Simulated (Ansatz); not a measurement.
# The I atom: r²SCAN0 and r²SCANh beside r²SCAN

How do the levels and moments change when part of the exchange is made exact, and what does it cost? r²SCAN is run first for comparison.

Method: DFT, plane waves (500 eV) with PBE-made PAW files, scalar-relativistic; functionals as named at each step, in Ansatz 0.2.0.

**1. Starting point**

Periodic box: 14.0 × 14.4 × 14.8 Å.

As a file:

```
CELL_PARAMETERS angstrom
14.00000 0.00000 0.00000
0.00000 14.40000 0.00000
0.00000 0.00000 14.80000
ATOMIC_POSITIONS crystal
I 0.50000 0.50000 0.50000
```

**2. r²SCAN single point**

The run with r²SCAN.

input.yaml

```yaml
crystal:
  lattice:
    - [14.0, 0.0, 0.0]
    - [0.0, 14.4, 0.0]
    - [0.0, 0.0, 14.8]
  atoms:
    - { symbol: I, position: [0.5, 0.5, 0.5], spin: 1.0 }
  symmetry: { detect: false, time_reversal: true }
hamiltonian:
  xc: r2scan
  pseudopotentials:
    kind: paw
    azcp:
      I: "pseudopotentials/I.paw.azcp"
basis:
  ecutwfc: 500
  fft_grid_basis: typed
kpoints:
  mp_grid: { grid: [1, 1, 1], shift: [0, 0, 0] }
magnetization:
  spin_polarized: true
scf:
  occupations: { method: fermi_dirac, width: 0.01 }
```

Launch:

```sh
$ ansatz run input.yaml --threads 4 --pin off --max-ram 10240MiB --backend cpu --events-out ev --progress --plain --runs-dir out
```

**3. r²SCAN0 single point**

The run with r²SCAN0.

input.yaml, as its differences from that of step 2:

```diff
@@ -9,3 +9,3 @@
 hamiltonian:
-  xc: r2scan
+  xc: r2scan0
   pseudopotentials:
@@ -23 +23,6 @@
   occupations: { method: fermi_dirac, width: 0.01 }
+output:
+  write_density: true
+  write_potential: true
+  elf: true
+  volumetric_format: npy
```

**4. r²SCANh single point**

The run with r²SCANh.

input.yaml, as its differences from that of step 3:

```diff
@@ -9,3 +9,3 @@
 hamiltonian:
-  xc: r2scan0
+  xc: r2scanh
   pseudopotentials:
@@ -23,6 +23 @@
   occupations: { method: fermi_dirac, width: 0.01 }
-output:
-  write_density: true
-  write_potential: true
-  elf: true
-  volumetric_format: npy
```

(Steps that only read results are left out.)

What does the calculation give? Wanted: r²SCAN: gap; r²SCAN: magnetic state; r²SCAN0: gap; r²SCAN0: magnetic state; r²SCANh: gap; r²SCANh: magnetic state; r²SCAN0: above the element's usual form.

The runs gave:

```
                                                 quantity                 value
                                              r²SCAN: gap               0.75 eV
                                   r²SCAN: magnetic state  total moment 1.00 μB
                                             r²SCAN0: gap               2.79 eV
                                  r²SCAN0: magnetic state  total moment 1.00 μB
                      r²SCAN0: SCF cycles, exchange loops                 19, 2
                    r²SCAN0: CPU time over that of r²SCAN                  0.21
                                             r²SCANh: gap               1.57 eV
                                  r²SCANh: magnetic state  total moment 1.00 μB
                      r²SCANh: SCF cycles, exchange loops                 17, 2
                    r²SCANh: CPU time over that of r²SCAN                  0.17
r²SCAN0: above the element's usual form (solid I2 (Cmce))          1.11 eV/atom
```

The gap goes from 0.75 eV under r²SCAN to 2.79 eV under r²SCAN0. r²SCAN0 took less CPU time than r²SCAN here, which is no rule: the r²SCAN run spent more cycles, searches or output. r²SCANh gives a gap of 1.57 eV. r²SCAN0 needed 2 outer loops of the exchange operator. The atom lies 1.11 eV above the element's usual form under r²SCAN0 (from a run of its own). Absolute energies differ from functional to functional, by eV per atom at times, and say nothing by themselves.
